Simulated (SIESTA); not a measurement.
Crystal: MnO3.

```xyz
8
Lattice="-2.8445 3.1382 2.6064 2.8445 -3.1382 2.6064 2.8445 3.1382 -2.6064" Properties=species:S:1:pos:R:3 pbc="T T T"
Mn    0.0000    0.0000    0.0000
Mn    0.0000    3.1382    0.0000
O     1.4223    4.0211    1.3032
O     1.4223    2.2553   -1.3032
O    -1.4223    4.0211    1.3032
O     1.4223   -0.8829    1.3032
O     0.0000    1.5691    0.9589
O     2.8445    1.5691    1.6475
```

The cell comes from a database or a generator and needn't be the stable form of this composition.

```yaml
Program: SIESTA 5.4.2
Task: single point
Functional: PBE
Potentials_or_basis: PseudoDojo 0.4 standard (PBE files)
Basis: DZP (energy shift 0.003 Ry; two zetas on semicore shells)
Grid_cutoff: 800 Ry
Energy_shift: 0.003 Ry
k_mesh: 7 × 7 × 7
Occupations: fermi-dirac, width 0.05 eV
Spin: collinear spin, ferromagnetic start
Starting_moments: "[4.0, 4.0, 0.0, 0.0, 0.0, 0.0, 0.0, 0.0] μB"
```

On this cell: pressure -6.3 GPa; largest force 0.776 eV/Å; net moment 6.00 μB per cell; site moments Mn +3.41; O -0.19, -0.04 μB; band gap on the k mesh none (metal or under the smearing width).

The same run follows on a disturbed copy (atoms moved at random, drawn with an rms of 0.05 Å):

```
Mn O
1.0
    -2.84454    3.13817    2.60640
     2.84454   -3.13817    2.60640
     2.84454    3.13817   -2.60640
Mn O
2 6
Cartesian
  -0.0057 0.0180 -0.0163
  0.0101 3.1159 -0.0227
  1.4194 4.0309 1.3210
  1.4330 2.2334 -1.3261
  -1.4240 4.0055 1.2884
  1.4643 -0.8611 1.3300
  0.0021 1.5742 1.0013
  2.8770 1.5958 1.6204
```

Problem. What does the disturbed cell give?

Solution. The energy (extrapolated to zero smearing) moves by +11.6 meV/atom; pressure -7.5 GPa; largest force 1.315 eV/Å; net moment 6.00 μB per cell; site moments Mn +3.42, +3.45; O -0.18, -0.20, -0.21, -0.17, -0.06, -0.04 μB; band gap on the k mesh none (metal or under the smearing width).

Forces in eV/Å, atoms in the order of the input:
```
Mn   0.046 -0.194  0.127
Mn   0.047  0.368  0.163
O    0.104 -0.487  0.136
O    0.006  0.880  0.115
O    0.063 -0.676  0.001
O   -0.277  0.360 -0.247
O    0.076 -0.002 -1.312
O   -0.065 -0.251  1.017
```

Stress tensor (GPa, compression positive):
```
-4.45 -0.52  0.02
-0.52 -9.86  0.23
 0.02  0.23 -8.24
```

Caveats: short orbitals over semicore shells can move pressures by several GPa; the basis of atomic orbitals isn't converged, which shifts pressures, moduli and gaps; semilocal functionals often make such compounds metallic where correlation or magnetic order opens a gap, which also shifts bond lengths; only a ferromagnetic start was run, and an antiferromagnetic order may lie lower in energy.
